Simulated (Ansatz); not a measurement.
# C6H4AlF7O2: one species, many methods

One table from this session's results is given with a row withheld; the runs are named, their logs left out.

Method: functionals in def2-TZVPP, the program's frozen cores in correlated methods; program: Ansatz 0.2.0, Gaussian basis.

Levels to be run: LDA (SPW92), PBE-D4, revPBE-D4, BLYP-D4, r2SCAN-D4, B97M-V, PBE0-D4, B3LYP-D4, r2SCANh-D4, r2SCAN0-D4, HSE06-D4, BHLYP-D4, CAM-B3LYP-D4, LC-ωPBE, ωB97X-V, ωB97M-V, B2PLYP, PBE-QIDH; CCSD(T)/def2-SVP; CCSD(T)/def2-TZVPP; MP2/def2-QZVPP; extrapolation to the limit; RPA on PBE.

### The relaxed structure

The geometry comes from an earlier relaxation with PBE0-D4 in a triple-zeta def2 set; it is a stationary point, not always the lowest conformer.

SMILES `[CH3][Al-]1([F])[O]C(C(F)(F)F)=CC(C(F)(F)F)=[O+]1`, 20 atoms, charge 0, spin multiplicity 1.

Atoms are counted from 1 here; the program's logs count them from 0.

Bond lengths: C1–Al2 1.928 Å, C1–H17 1.094 Å, C1–H18 1.094 Å, C1–H19 1.094 Å, Al2–F3 1.655 Å, Al2–O4 1.847 Å, Al2–O16 1.847 Å, O4–C5 1.259 Å, C5–C6 1.535 Å, C5–C10 1.389 Å, C6–F7 1.330 Å, C6–F8 1.331 Å, C6–F9 1.327 Å, C10–C11 1.389 Å, C10–H20 1.077 Å, C11–C12 1.535 Å, C11–O16 1.259 Å, C12–F13 1.331 Å and more. Angles: Al2–C1–H17 112.1°, Al2–C1–H18 111.3°, Al2–C1–H19 111.3°, H17–C1–H18 107.4°, H17–C1–H19 107.4°, H18–C1–H19 107.0°, C1–Al2–F3 122.7°, C1–Al2–O4 113.1°, C1–Al2–O16 113.1°, F3–Al2–O4 105.3°, F3–Al2–O16 105.3°, O4–Al2–O16 93.1°, Al2–O4–C5 126.5°, O4–C5–C6 113.7°, O4–C5–C10 126.5°, C6–C5–C10 119.8°, C5–C6–F7 109.6°, C5–C6–F8 111.9° and more.

Set-up of the first run:

in.yaml reads:

```yaml
crystal:
  periodic: [false, false, false]
  atoms:
    - {symbol: C, position_ang: [-1.705006, -0.955021, 2.648914]}
    - {symbol: Al, position_ang: [-0.117274, -0.231421, 1.827855]}
    - {symbol: F, position_ang: [1.215778, 0.216349, 2.701125]}
    - {symbol: O, position_ang: [-0.465031, 1.194227, 0.707019]}
    - {symbol: C, position_ang: [-0.083695, 1.319041, -0.485820]}
    - {symbol: C, position_ang: [-0.420174, 2.684326, -1.101616]}
    - {symbol: F, position_ang: [-1.739002, 2.855452, -1.111225]}
    - {symbol: F, position_ang: [0.024113, 2.788197, -2.351723]}
    - {symbol: F, position_ang: [0.128327, 3.653576, -0.379732]}
    - {symbol: C, position_ang: [0.562520, 0.357179, -1.251267]}
    - {symbol: C, position_ang: [0.809689, -0.898756, -0.712536]}
    - {symbol: C, position_ang: [1.460969, -1.985665, -1.579055]}
    - {symbol: F, position_ang: [1.765765, -1.535773, -2.793849]}
    - {symbol: F, position_ang: [0.623944, -3.010743, -1.710898]}
    - {symbol: F, position_ang: [2.574306, -2.418498, -1.000614]}
    - {symbol: O, position_ang: [0.531994, -1.280611, 0.454041]}
    - {symbol: H, position_ang: [-2.477584, -1.190745, 1.911634]}
    - {symbol: H, position_ang: [-1.485014, -1.874844, 3.198200]}
    - {symbol: H, position_ang: [-2.139141, -0.250938, 3.364442]}
    - {symbol: H, position_ang: [0.842513, 0.573965, -2.268595]}
basis:
  gaussian: {orbitals: def2-TZVPP}
hamiltonian: {xc: lda}
output: {orbitals: {seedname: orbitals}}
```

Started as:

```console
$ ansatz run in.yaml --threads 11 --pin off --events-out ev --progress --plain --max-ram 174080MiB --backend cuda --devices 0, --max-vram 75GiB
```

Among the steps run: LDA; PBE-D4 (GGA); revPBE-D4 (GGA); BLYP-D4 (GGA); r2SCAN-D4 (meta-GGA); B97M-V (meta-GGA); B3LYP-D4 (hybrid); r2SCANh-D4 (hybrid); r2SCAN0-D4 (hybrid); HSE06-D4 (hybrid); BHLYP-D4 (hybrid); CAM-B3LYP-D4 (range-separated); LC-ωPBE (range-separated); ωB97X-V (range-separated); ωB97M-V (range-separated); B2PLYP (double hybrid); PBE-QIDH (double hybrid).

One table of the session follows, with a row left open; its other results are not shown here.

It belongs to the step «Frontier levels by functional». 

```
  functional  HOMO (eV)  LUMO (eV)  gap (eV)
 LDA (SPW92)          ?          ?         ?
      PBE-D4      -7.24      -4.39      2.85
   revPBE-D4      -7.16      -4.27      2.89
     BLYP-D4      -7.10      -4.27      2.83
   r2SCAN-D4      -7.51      -4.37      3.14
      B97M-V      -7.57      -4.24      3.32
     PBE0-D4      -8.56      -3.63      4.93
    B3LYP-D4      -8.33      -3.85      4.49
  r2SCANh-D4      -8.01      -4.08      3.93
  r2SCAN0-D4      -8.75      -3.63      5.12
    HSE06-D4      -8.16      -4.01      4.15
    BHLYP-D4      -9.74      -2.70      7.04
CAM-B3LYP-D4      -9.93      -2.58      7.35
     LC-ωPBE     -11.23      -1.48      9.75
     ωB97X-V     -10.88      -1.47      9.41
     ωB97M-V     -10.77      -1.51      9.26
```

Estimate the missing values for LDA (SPW92).

The run gave: HOMO (eV): -7.43; LUMO (eV): -4.72; gap (eV): 2.71. In the column «HOMO (eV)» it lies between r2SCAN-D4 (-7.51) and PBE-D4 (-7.24).
